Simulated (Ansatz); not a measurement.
# SiH₄O + H radical: a complex and its separated parts

Aim: how far the complex at one end of a reaction step lies below its separated, relaxed parts, level by level.

Method: PBE0-D4/def2-TZVP structures, single points in def2-TZVPP, no counterpoise correction; program: Ansatz 0.2.0, Gaussian basis.

Levels: SPW92, PBE-D4, BLYP-D4, r2SCAN-D4, B97M-V, PBE0-D4, B3LYP-D4, r2SCAN0-D4, BHLYP-D4, CAM-B3LYP-D4, wB97X-V, wB97M-V, B2PLYP, PBE-QIDH, Hartree-Fock, MP2, CCSD, CCSD(T).

Correlated methods freeze the cores. Orbitals are unrestricted. B3LYP uses VWN-RPA correlation. B2PLYP carries no dispersion term here.

95 further runs of the same task are left out: 1 that didn't finish, 94 set aside as unsound or not needed.

## (1) Where the work starts

The complex: 7 atoms, charge 0, spin multiplicity 2.

Atoms are counted from 1 here; the program's logs count them from 0.

Bond lengths: H1–O2 0.958 Å, O2–Si3 1.648 Å, Si3–H5 1.489 Å, Si3–H6 1.481 Å, Si3–H7 1.489 Å. Angles: H1–O2–Si3 117.6°, O2–Si3–H5 111.7°, O2–Si3–H6 105.9°, O2–Si3–H7 111.7°, H5–Si3–H6 109.8°, H5–Si3–H7 107.8°, H6–Si3–H7 109.8°.

Geometry (Å):

```xyz
7

H    -0.62967   -1.51123   -0.05072
O    -0.22952   -1.08326    0.70699
Si    0.33493    0.45186    0.50714
H    -1.01402   -0.61785   -2.55896
H    -0.75031    1.39037    0.10862
H     0.88987    0.85345    1.81976
H     1.39881    0.51667   -0.53273
```

Its parts: SiH₄O holds atoms 1, 2, 3, 5, 6, 7; H radical holds atoms 4. Each part counts its atoms afresh in its own runs.

## (2) Relaxing SiH₄O alone

File relax-a/in.yaml:

```yaml
crystal:
  periodic: [false, false, false]
  atoms:
    - {symbol: H, position_ang: [-0.629666, -1.511225, -0.050721]}
    - {symbol: O, position_ang: [-0.229517, -1.083265, 0.706993]}
    - {symbol: Si, position_ang: [0.334931, 0.451857, 0.507143]}
    - {symbol: H, position_ang: [-0.750310, 1.390374, 0.108618]}
    - {symbol: H, position_ang: [0.889875, 0.853445, 1.819761]}
    - {symbol: H, position_ang: [1.398812, 0.516665, -0.532735]}
basis:
  gaussian: {orbitals: def2-TZVP}
hamiltonian: {xc: pbe0, dispersion: d4}
relax: {f_tol: 0.005, max_steps: 200}
```

Run with:

```console
ansatz run in.yaml --threads 2 --pin off --events-out ev --progress --plain --max-ram 4352MiB
```

The log of the run, shortened:

```text
Functional definition: PBE0
  name "PBE0"
  cite "Adamo & Barone, J. Chem. Phys. 110, 6158 (1999) doi:10.1063/1.478522"
  cite "Perdew, Burke & Ernzerhof, Phys. Rev. Lett. 77, 3865 (1996) doi:10.1103/PhysRevLett.77.3865"
  parent pbe
[...]
595 factors; their error is unknown
[...]
mean field -9986.23325696 eV, -366.9873032813 hartree, gradient 4.1e-5 eV, S^2 0.000000; 0 other end points of the search recorded, 0 dependent functions left out
[...]
reference -9986.23328233 eV, -366.9873042137 hartree; 13, 13 occupied and 79, 79 virtual orbitals, 595 factors
relax step   1: F+E_penalty+E_count = -9986.28625687 eV  Δ(F+E_penalty+E_count) = +0.000e0 eV  max|allowed force component| = 2.166e-2 eV/Å  Δτ_max = 0.0000 Å  (22 SCF iters, accepted)
[...]
relax step   4: F+E_penalty+E_count = -9986.28628683 eV  Δ(F+E_penalty+E_count) = -5.008e-6 eV  max|allowed force component| = 5.076e-3 eV/Å  Δτ_max = 0.0016 Å  (20 SCF iters, accepted)
[...]
relax step   5: F+E_penalty+E_count = -9986.28628734 eV  Δ(F+E_penalty+E_count) = -5.147e-7 eV  max|allowed force component| = 1.678e-4 eV/Å  Δτ_max = 0.0001 Å  (17 SCF iters, accepted)
595 factors; their error is unknown
mean field -9986.23328848 eV, -366.9873044395 hartree, gradient 3.0e-5 eV, S^2 0.000000; 1 other end points of the search recorded, 0 dependent functions left out
[...]
reference -9986.23331385 eV, -366.9873053718 hartree; 13, 13 occupied and 79, 79 virtual orbitals, 595 factors
Total energy: -9986.28631271 eV, -366.9892530441 hartree
Atom 0 at    -0.630266    -1.513168    -0.050151 Å, force    -0.000091    -0.000103    -0.000168 eV/Å
Atom 1 at    -0.229710    -1.082629     0.705542 Å, force     0.000090     0.000128     0.000132 eV/Å
Atom 2 at     0.335255     0.452578     0.507279 Å, force    -0.000066    -0.000109    -0.000074 eV/Å
Atom 3 at    -0.750345     1.390576     0.108965 Å, force     0.000076    -0.000022     0.000022 eV/Å
Atom 4 at     0.890069     0.853772     1.819901 Å, force     0.000040     0.000077     0.000028 eV/Å
Atom 5 at     1.399123     0.516722    -0.532477 Å, force    -0.000049     0.000029     0.000059 eV/Å
Dipole moment:    -0.091574    -0.030457    -0.265359 e Å
```

Wall time 3.4 s (2 threads of Intel Xeon Platinum 8488C, shared host).

Along the way:

```tsv
step	energy from step 1 (eV)	largest force component (eV/Å)
1	0.0000	0.0217
2	0.0000	0.0107
3	0.0000	0.0053
4	0.0000	0.0051
5	0.0000	0.0002
```

Close pairs (by a distance rule), those that changed most:

```tsv
bond	before (Å)	after (Å)	change (Å)
H1–O2	0.958	0.958	-0.000
Si3–H5	1.481	1.480	-0.000
Si3–H6	1.489	1.489	-0.000
Si3–H4	1.489	1.489	-0.000
O2–Si3	1.648	1.648	+0.000
```

## (3) SPW92/def2-TZVPP

File parta/in.yaml:

```yaml
crystal:
  periodic: [false, false, false]
  atoms:
    - {symbol: H, position_ang: [-0.630266, -1.513168, -0.050151]}
    - {symbol: O, position_ang: [-0.229710, -1.082629, 0.705542]}
    - {symbol: Si, position_ang: [0.335255, 0.452578, 0.507279]}
    - {symbol: H, position_ang: [-0.750345, 1.390576, 0.108965]}
    - {symbol: H, position_ang: [0.890069, 0.853772, 1.819901]}
    - {symbol: H, position_ang: [1.399123, 0.516722, -0.532477]}
basis:
  gaussian: {orbitals: def2-TZVPP}
hamiltonian: {xc: lda}
```

Run with:

```console
ansatz run in.yaml --threads 2 --pin off --events-out ev --progress --plain --max-ram 4352MiB
```

The log of the run:

```text
Functional definition: SPW92
  name "SPW92"
  cite "Dirac, Proc. Camb. Phil. Soc. 26, 376 (1930) doi:10.1017/S0305004100016108"
  cite "Slater, Phys. Rev. 81, 385 (1951) doi:10.1103/PhysRev.81.385"
  cite "Perdew & Wang, Phys. Rev. B 45, 13244 (1992) doi:10.1103/PhysRevB.45.13244"
  exchange = slater_x
  correlation = pw_c
675 factors; their error is unknown
mean field evaluation 1: about -9938.5418 eV, gradient 6.0e1 eV
mean field evaluation 2: about -9907.4070 eV, gradient 1.4e2 eV
mean field evaluation 4: about -9944.5429 eV, gradient 4.1e0 eV
mean field evaluation 8: about -9944.5899 eV, gradient 4.0e-2 eV
mean field evaluation 16: about -9944.5725 eV, gradient 2.9e-5 eV
mean field -9944.57253407 eV, -365.4562999535 hartree, gradient 2.9e-5 eV, S^2 0.000000; 0 other end points of the search recorded, 0 dependent functions left out
reference -9944.57256540 eV, -365.4563011052 hartree; 13, 13 occupied and 116, 116 virtual orbitals, 675 factors
Total energy: -9944.57256540 eV, -365.4563011052 hartree
```

Run time: 0.4 s. Hardware: 2 threads of Intel Xeon Platinum 8488C, shared host.

## (4) PBE-D4/def2-TZVPP

parta/in.yaml, as its differences from that of step 3:

```diff
@@ -11,2 +11,2 @@
   gaussian: {orbitals: def2-TZVPP}
-hamiltonian: {xc: lda}
+hamiltonian: {xc: pbe, dispersion: d4}
```

Run with:

```console
ansatz run in.yaml --threads 2 --pin off --events-out ev --progress --plain --max-ram 4352MiB
```

The log of the run:

```text
Functional definition: PBE
  name "PBE"
[... 2 set-up lines as earlier in the session ...]
  parameter kappa = 0.804
  parameter beta = 0.06672455060314922
  exchange = pbe_x(kappa = kappa, mu = beta*pi^2/3)
  correlation = pbe_c(beta = beta)
675 factors; their error is unknown
mean field evaluation 1: about -9979.4723 eV, gradient 6.0e1 eV
mean field evaluation 2: about -9949.5131 eV, gradient 1.3e2 eV
mean field evaluation 4: about -9985.3681 eV, gradient 3.5e0 eV
mean field evaluation 8: about -9985.4036 eV, gradient 3.4e-2 eV
mean field evaluation 16: about -9985.3861 eV, gradient 4.1e-5 eV
mean field -9985.38610429 eV, -366.9561709950 hartree, gradient 4.1e-5 eV, S^2 0.000000; 0 other end points of the search recorded, 0 dependent functions left out
reference -9985.38613783 eV, -366.9561722273 hartree; 13, 13 occupied and 116, 116 virtual orbitals, 675 factors
Total energy: -9985.45062631 eV, -366.9585421352 hartree
```

Run time: 0.6 s. Hardware: 2 threads of Intel Xeon Platinum 8488C, shared host.

## (5) BLYP-D4/def2-TZVPP

parta/in.yaml, as its differences from that of step 4:

```diff
@@ -11,2 +11,2 @@
   gaussian: {orbitals: def2-TZVPP}
-hamiltonian: {xc: pbe, dispersion: d4}
+hamiltonian: {xc: {name: BLYP}, dispersion: d4}
```

Run with:

```console
ansatz run in.yaml --threads 2 --pin off --events-out ev --progress --plain --max-ram 4352MiB
```

The log of the run:

```text
Functional definition: BLYP
  name "BLYP"
  cite "Becke, Phys. Rev. A 38, 3098 (1988) doi:10.1103/PhysRevA.38.3098"
  cite "Lee, Yang & Parr, Phys. Rev. B 37, 785 (1988) doi:10.1103/PhysRevB.37.785"
  parameter beta = 0.0042
  parameter a = 0.04918
  parameter b = 0.132
  parameter c = 0.2533
  parameter d = 0.349
  exchange = b88_x(beta = beta)
  correlation = lyp_c(a = a, b = b, c = c, d = d)
675 factors; their error is unknown
mean field evaluation 1: about -9984.7391 eV, gradient 6.4e1 eV
mean field evaluation 2: about -9949.2045 eV, gradient 1.4e2 eV
mean field evaluation 4: about -9991.3627 eV, gradient 3.7e0 eV
mean field evaluation 8: about -9991.4061 eV, gradient 3.5e-2 eV
mean field evaluation 16: about -9991.3884 eV, gradient 3.1e-5 eV
mean field -9991.38836358 eV, -367.1767499553 hartree, gradient 3.1e-5 eV, S^2 0.000000; 0 other end points of the search recorded, 0 dependent functions left out
reference -9991.38864540 eV, -367.1767603119 hartree; 13, 13 occupied and 116, 116 virtual orbitals, 675 factors
Total energy: -9991.53675572 eV, -367.1822032658 hartree
```

Wall time 0.65 s (2 threads of Intel Xeon Platinum 8488C, shared host).

## (6) r2SCAN-D4/def2-TZVPP

parta/in.yaml, as its differences from that of step 5:

```diff
@@ -11,2 +11,2 @@
   gaussian: {orbitals: def2-TZVPP}
-hamiltonian: {xc: {name: BLYP}, dispersion: d4}
+hamiltonian: {xc: r2scan, dispersion: d4}
```

Run with:

```console
ansatz run in.yaml --threads 2 --pin off --events-out ev --progress --plain --max-ram 4352MiB
```

The log of the run:

```text
Functional definition: r2SCAN
  name "r2SCAN"
  cite "Furness, Kaplan, Ning, Perdew & Sun, J. Phys. Chem. Lett. 11, 8208 (2020) doi:10.1021/acs.jpclett.0c02405"
  cite "Furness, Kaplan, Ning, Perdew & Sun, J. Phys. Chem. Lett. 11, 9248 (2020) doi:10.1021/acs.jpclett.0c03077"
  parent r2scan
  parameter k0 = 0.174
  parameter k1 = 0.065
  parameter a1 = 4.9479
  exchange = r2scan_x(k0 = k0, k1 = k1, a1 = a1)
  correlation = r2scan_c
675 factors; their error is unknown
mean field evaluation 1: about -9985.2773 eV, gradient 5.5e1 eV
mean field evaluation 2: about -9968.9240 eV, gradient 1.1e2 eV
mean field evaluation 4: about -9990.1476 eV, gradient 2.2e0 eV
mean field evaluation 8: about -9990.1606 eV, gradient 2.3e-2 eV
mean field evaluation 16: about -9990.1428 eV, gradient 2.4e-5 eV
mean field -9990.14276292 eV, -367.1309749752 hartree, gradient 2.4e-5 eV, S^2 0.000000; 0 other end points of the search recorded, 0 dependent functions left out
reference -9990.14277333 eV, -367.1309753579 hartree; 13, 13 occupied and 116, 116 virtual orbitals, 675 factors
Total energy: -9990.15740743 eV, -367.1315131511 hartree
```

Wall time 1 s (2 threads of Intel Xeon Platinum 8488C, shared host).

## (7) B97M-V/def2-TZVPP

parta/in.yaml, as its differences from that of step 6:

```diff
@@ -11,2 +11,2 @@
   gaussian: {orbitals: def2-TZVPP}
-hamiltonian: {xc: r2scan, dispersion: d4}
+hamiltonian: {xc: {name: B97M-V}}
```

Run with:

```console
ansatz run in.yaml --threads 2 --pin off --events-out ev --progress --plain --max-ram 4352MiB
```

The log of the run, shortened:

```text
Functional definition: B97M-V
  name "B97M-V"
  cite "Mardirossian & Head-Gordon, J. Chem. Phys. 142, 074111 (2015) doi:10.1063/1.4907719"
  cite "Becke, J. Chem. Phys. 107, 8554 (1997) doi:10.1063/1.475007"
  cite "Vydrov & Van Voorhis, J. Chem. Phys. 133, 244103 (2010) doi:10.1063/1.3521275"
  # Of w^i u^j: cxij and so on, Table III.
[...]
  gx(w, u) = cx00 + cx01*u + cx02*u^2 + (cx10 + cx11*u)*w
  gss(w, u) = css00 + css02*u^2 + css10*w + (css32*w^3 + css42*w^4)*u^2
  gos(w, u) = cos00 + cos01*u + cos03*u^3 + cos10*w + cos32*w^3*u^2
[...]
      + integral(e_c_pw_mod_opposite_spin*gos(b97_w_opposite, b97_u_opposite)) + vv10(b, c)
675 factors; their error is unknown
[...]
mean field -9989.26357956 eV, -367.0986655828 hartree, gradient 7.0e-5 eV, S^2 0.000000; 0 other end points of the search recorded, 0 dependent functions left out
reference -9989.26363173 eV, -367.0986674999 hartree; 13, 13 occupied and 116, 116 virtual orbitals, 675 factors
Total energy: -9989.26363173 eV, -367.0986674999 hartree
```

Run time: 1.9 s. Hardware: 2 threads of Intel Xeon Platinum 8488C, shared host.

## (8) PBE0-D4/def2-TZVPP

parta/in.yaml, as its differences from that of step 7:

```diff
@@ -11,2 +11,3 @@
   gaussian: {orbitals: def2-TZVPP}
-hamiltonian: {xc: {name: B97M-V}}
+hamiltonian: {xc: pbe0, dispersion: d4}
+output: {orbitals: {seedname: orbitals}}
```

Run with:

```console
ansatz run in.yaml --threads 2 --pin off --events-out ev --progress --plain --max-ram 4352MiB
```

The log of the run, shortened:

```text
[... 5 set-up lines as earlier in the session ...]
  parameter a = 0.25
[... 2 set-up lines as earlier in the session ...]
  exchange = (1 - a)*pbe_x(kappa = kappa, mu = beta*pi^2/3) + a*exact_x
[... 1 set-up line as earlier in the session ...]
678 factors; their error is unknown
mean field evaluation 1: about -9982.2910 eV, gradient 5.0e1 eV
mean field evaluation 2: about -9974.5555 eV, gradient 8.2e1 eV
mean field evaluation 4: about -9986.2675 eV, gradient 1.1e0 eV
mean field evaluation 8: about -9986.2914 eV, gradient 1.6e-1 eV
mean field -9986.29142546 eV, -366.9894409342 hartree, gradient 1.5e-5 eV, S^2 0.000000; 0 other end points of the search recorded, 0 dependent functions left out
reference -9986.29145056 eV, -366.9894418565 hartree; 13, 13 occupied and 116, 116 virtual orbitals, 678 factors
Total energy: -9986.34444942 eV, -366.9913895289 hartree
```

It took 0.75 s on 2 threads of Intel Xeon Platinum 8488C, shared host.

## (9) B3LYP-D4/def2-TZVPP

parta/in.yaml, as its differences from that of step 8:

```diff
@@ -11,3 +11,2 @@
   gaussian: {orbitals: def2-TZVPP}
-hamiltonian: {xc: pbe0, dispersion: d4}
-output: {orbitals: {seedname: orbitals}}
+hamiltonian: {xc: {name: B3LYP}, dispersion: d4}
```

Run with:

```console
ansatz run in.yaml --threads 2 --pin off --events-out ev --progress --plain --max-ram 4352MiB
```

The log of the run:

```text
Functional definition: B3LYP
  name "B3LYP"
  cite "Stephens, Devlin, Chabalowski & Frisch, J. Phys. Chem. 98, 11623 (1994) doi:10.1021/j100096a001"
[... 2 set-up lines as earlier in the session ...]
  cite "Vosko, Wilk & Nusair, Can. J. Phys. 58, 1200 (1980) doi:10.1139/p80-159"
  parameter a0 = 0.2
  parameter ax = 0.72
  parameter ac = 0.81
  exchange = (1 - a0 - ax)*slater_x + ax*b88_x + a0*exact_x
  correlation = (1 - ac)*vwn_rpa_c + ac*lyp_c
678 factors; their error is unknown
mean field evaluation 1: about -9987.9313 eV, gradient 5.5e1 eV
mean field evaluation 2: about -9975.7059 eV, gradient 9.8e1 eV
mean field evaluation 4: about -9992.7233 eV, gradient 1.4e0 eV
mean field evaluation 8: about -9992.7428 eV, gradient 2.0e-2 eV
mean field -9992.74275768 eV, -367.2265230203 hartree, gradient 2.1e-5 eV, S^2 0.000000; 0 other end points of the search recorded, 0 dependent functions left out
reference -9992.74296751 eV, -367.2265307316 hartree; 13, 13 occupied and 116, 116 virtual orbitals, 678 factors
Total energy: -9992.84765679 eV, -367.2303779915 hartree
```

It took 0.8 s on 2 threads of Intel Xeon Platinum 8488C, shared host.

## (10) r2SCAN0-D4/def2-TZVPP

parta/in.yaml, as its differences from that of step 9:

```diff
@@ -11,2 +11,2 @@
   gaussian: {orbitals: def2-TZVPP}
-hamiltonian: {xc: {name: B3LYP}, dispersion: d4}
+hamiltonian: {xc: {name: r2SCAN0}, dispersion: d4}
```

Run with:

```console
ansatz run in.yaml --threads 2 --pin off --events-out ev --progress --plain --max-ram 4352MiB
```

The log of the run, shortened:

```text
Functional definition: r2SCAN0
  name "r2SCAN0"
  cite "Bursch, Neugebauer, Ehlert & Grimme, J. Chem. Phys. 156, 134105 (2022) doi:10.1063/5.0086040"
[... 3 set-up lines as earlier in the session ...]
[...]
678 factors; their error is unknown
[...]
mean field -9989.76146720 eV, -367.1169626161 hartree, gradient 1.4e-5 eV, S^2 0.000000; 0 other end points of the search recorded, 0 dependent functions left out
reference -9989.76147548 eV, -367.1169629203 hartree; 13, 13 occupied and 116, 116 virtual orbitals, 678 factors
Total energy: -9989.77850316 eV, -367.1175886761 hartree
```

Run time: 1.2 s. Hardware: 2 threads of Intel Xeon Platinum 8488C, shared host.

## (11) BHLYP-D4/def2-TZVPP

parta/in.yaml, as its differences from that of step 10:

```diff
@@ -11,2 +11,2 @@
   gaussian: {orbitals: def2-TZVPP}
-hamiltonian: {xc: {name: r2SCAN0}, dispersion: d4}
+hamiltonian: {xc: {name: BHLYP}, dispersion: d4}
```

Run with:

```console
ansatz run in.yaml --threads 2 --pin off --events-out ev --progress --plain --max-ram 4352MiB
```

The log of the run, shortened:

```text
Functional definition: BHLYP
  name "BHLYP"
  cite "Becke, J. Chem. Phys. 98, 1372 (1993) doi:10.1063/1.464304"
[... 2 set-up lines as earlier in the session ...]
  parameter a = 0.5
  exchange = (1 - a)*b88_x + a*exact_x
  correlation = lyp_c
723 factors; their error is unknown
mean field evaluation 1: about -9987.7301 eV, gradient 4.5e1 eV
mean field evaluation 2: about -9985.7687 eV, gradient 5.6e1 eV
mean field evaluation 4: about -9990.9565 eV, gradient 4.8e-1 eV
mean field evaluation 8: about -9991.0176 eV, gradient 7.8e-3 eV
mean field -9991.01757219 eV, -367.1631236231 hartree, gradient 3.1e-5 eV, S^2 0.000000; 0 other end points of the search recorded, 0 dependent functions left out
reference -9991.01771385 eV, -367.1631288290 hartree; 13, 13 occupied and 116, 116 virtual orbitals, 723 factors
Total energy: -9991.09250583 eV, -367.1658773836 hartree
```

It took 0.75 s on 2 threads of Intel Xeon Platinum 8488C, shared host.

## (12) CAM-B3LYP-D4/def2-TZVPP

parta/in.yaml, as its differences from that of step 11:

```diff
@@ -11,2 +11,2 @@
   gaussian: {orbitals: def2-TZVPP}
-hamiltonian: {xc: {name: BHLYP}, dispersion: d4}
+hamiltonian: {xc: {name: CAM-B3LYP}, dispersion: d4}
```

Run with:

```console
ansatz run in.yaml --threads 2 --pin off --events-out ev --progress --plain --max-ram 4352MiB
```

The log of the run, shortened:

```text
Functional definition: CAM-B3LYP
  name "CAM-B3LYP"
  cite "Yanai, Tew & Handy, Chem. Phys. Lett. 393, 51 (2004) doi:10.1016/j.cplett.2004.06.011"
  cite "Iikura, Tsuneda, Yanai & Hirao, J. Chem. Phys. 115, 3540 (2001) doi:10.1063/1.1383587"
[... 3 set-up lines as earlier in the session ...]
[...]
  # Exact exchange under (alpha + beta erf(omega r))/r, Becke's under what is left of 1/r.
[...]
678 factors; their error is unknown
177 factors; integrals over basis functions are off by at most 1.4e-5 eV
[...]
mean field -9991.52637625 eV, -367.1818218272 hartree, gradient 8.3e-5 eV, S^2 0.000000; 0 other end points of the search recorded, 0 dependent functions left out
reference -9991.52647819 eV, -367.1818255734 hartree; 13, 13 occupied and 116, 116 virtual orbitals, 678 factors
Total energy: -9991.57918337 eV, -367.1837624533 hartree
```

Run time: 0.85 s. Hardware: 2 threads of Intel Xeon Platinum 8488C, shared host.

## (13) wB97X-V/def2-TZVPP

parta/in.yaml, as its differences from that of step 12:

```diff
@@ -11,2 +11,2 @@
   gaussian: {orbitals: def2-TZVPP}
-hamiltonian: {xc: {name: CAM-B3LYP}, dispersion: d4}
+hamiltonian: {xc: {name: wB97X-V}}
```

Run with:

```console
ansatz run in.yaml --threads 2 --pin off --events-out ev --progress --plain --max-ram 4352MiB
```

The log of the run, shortened:

```text
Functional definition: wB97X-V
  name "wB97X-V"
  cite "Mardirossian & Head-Gordon, Phys. Chem. Chem. Phys. 16, 9904 (2014) doi:10.1039/C3CP54374A"
[... 2 set-up lines as earlier in the session ...]
[...]
      + integral(e_c_pw_opposite_spin*poly(b97_u_opposite, cos0, cos1)) + vv10(b, c)
678 factors; their error is unknown
163 factors; integrals over basis functions are off by at most 1.4e-5 eV
[...]
mean field -9989.99701069 eV, -367.1256186797 hartree, gradient 4.8e-5 eV, S^2 0.000000; 0 other end points of the search recorded, 0 dependent functions left out
reference -9989.99700897 eV, -367.1256186164 hartree; 13, 13 occupied and 116, 116 virtual orbitals, 678 factors
Total energy: -9989.99700897 eV, -367.1256186164 hartree
```

Run time: 1.9 s. Hardware: 2 threads of Intel Xeon Platinum 8488C, shared host.

## (14) wB97M-V/def2-TZVPP

parta/in.yaml, as its differences from that of step 13:

```diff
@@ -11,2 +11,2 @@
   gaussian: {orbitals: def2-TZVPP}
-hamiltonian: {xc: {name: wB97X-V}}
+hamiltonian: {xc: {name: wB97M-V}}
```

Run with:

```console
ansatz run in.yaml --threads 2 --pin off --events-out ev --progress --plain --max-ram 4352MiB
```

The log of the run, shortened:

```text
Functional definition: wB97M-V
  name "wB97M-V"
  cite "Mardirossian & Head-Gordon, J. Chem. Phys. 144, 214110 (2016) doi:10.1063/1.4952647"
[... 2 set-up lines as earlier in the session ...]
  # Of w^i u^j: cxij and so on, Table III.
[...]
  gx(w, u) = 1 - cx + cx01*u + cx10*w
  gss(w, u) = css00 + css04*u^4 + css10*w + css20*w^2 + css43*w^4*u^3
  gos(w, u) = cos00 + cos10*w + (cos20 + cos21*u)*w^2 + (cos60 + cos61*u)*w^6
[...]
      + integral(e_c_pw_mod_opposite_spin*gos(b97_w_opposite, b97_u_opposite)) + vv10(b, c)
678 factors; their error is unknown
163 factors; integrals over basis functions are off by at most 1.4e-5 eV
[...]
mean field -9990.45389048 eV, -367.1424087023 hartree, gradient 4.2e-5 eV, S^2 0.000000; 0 other end points of the search recorded, 0 dependent functions left out
reference -9990.45393265 eV, -367.1424102519 hartree; 13, 13 occupied and 116, 116 virtual orbitals, 678 factors
Total energy: -9990.45393265 eV, -367.1424102519 hartree
```

Run time: 1.9 s. Hardware: 2 threads of Intel Xeon Platinum 8488C, shared host.

## (15) B2PLYP/def2-TZVPP

parta/in.yaml, as its differences from that of step 14:

```diff
@@ -11,2 +11,2 @@
   gaussian: {orbitals: def2-TZVPP}
-hamiltonian: {xc: {name: wB97M-V}}
+hamiltonian: {xc: {name: B2PLYP}}
```

Run with:

```console
ansatz run in.yaml --threads 2 --pin off --events-out ev --progress --plain --max-ram 4352MiB
```

The log of the run, shortened:

```text
Functional definition: B2PLYP
  name "B2PLYP"
  cite "Grimme, J. Chem. Phys. 124, 034108 (2006) doi:10.1063/1.2148954"
[... 2 set-up lines as earlier in the session ...]
[...]
746 factors; integrals over basis functions are off by at most 9.2e-4 eV
[...]
mean field -9983.99669859 eV, -366.9051112773 hartree, gradient 2.8e-6 eV, S^2 0.000000; 0 other end points of the search recorded, 0 dependent functions left out
6 core orbitals not correlated: weight in the atoms' cores, before any rotation towards them, 1.000 or more for the frozen orbitals, at most 0.000 for the correlated occupied ones
reference -9983.99683086 eV, -366.9051161379 hartree; 7, 7 occupied and 116, 116 virtual orbitals, 746 factors
second order -12.31559056 eV of doubles, -0.00000000 eV of singles
Total energy: -9987.32204031 eV, -367.0273153313 hartree
```

Wall time 1.2 s (2 threads of Intel Xeon Platinum 8488C, shared host).

[end of part 1 of 2]
